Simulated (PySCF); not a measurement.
# C3H10Sn (Sn(iPr)H3): the cost of one run

Programs: PySCF 2.14.0, with density-fitted response routines of our own. Each step states its level of theory. These are calculated values for one molecule in the gas phase, unless marked as measured. Atoms count from 0, in the outputs and in this text.

### 1 The starting structure

14 atoms, charge 0, multiplicity 1; geometry from: GFN2-xTB. The atoms were then displaced at random by about 0.03 Å, so the start is not that level's minimum.

Bonds of the start (Å): Sn0–C1 2.18, Sn0–H11 1.63, Sn0–H12 1.84, Sn0–H13 1.66, C1–C2 1.48, C1–C3 1.41, C1–H4 1.08, C2–H5 1.13, C2–H6 1.05, C2–H7 1.11, C3–H8 1.16, C3–H9 1.12, C3–H10 1.16.

### 2 Optimising the geometry at PBE0-D3(BJ)/def2-SVP

Job settings and geometry (Å):

```
{"job": {"xc": "PBE0", "basis": "def2-SVP", "d3": "d3bj", "grid": 1, "maxiter": 40, "shake": 0.03, "kind": "geom"}, "charge": 0, "multiplicity": 1}
Sn     0.250120     0.289040    -1.801360
C      0.160220     0.314350     0.372490
C      0.904640    -0.862810     0.880040
C     -1.144340     0.326810     0.898950
H      0.658730     1.228070     0.673160
H      1.981740    -0.823930     0.543370
H      0.539380    -1.800650     0.598120
H      1.029180    -0.815500     1.980060
H     -1.235970     0.366610     2.056570
H     -1.813460     1.174120     0.583800
H     -1.794570    -0.591780     0.631040
H      1.744420     0.354410    -2.442280
H     -0.654650     1.740180    -2.479510
H     -0.644860    -0.942720    -2.451230
```

On the command line:

```console
$ OMP_NUM_THREADS=1 python probes_run.py task.json out
```

This one command runs all jobs of the session in turn.

**Question.** How long does this first job take on 1 thread of Intel Xeon at 2.50GHz, shared host, and how much memory does it need?

About 99 s, with a peak of 0.5 GiB.
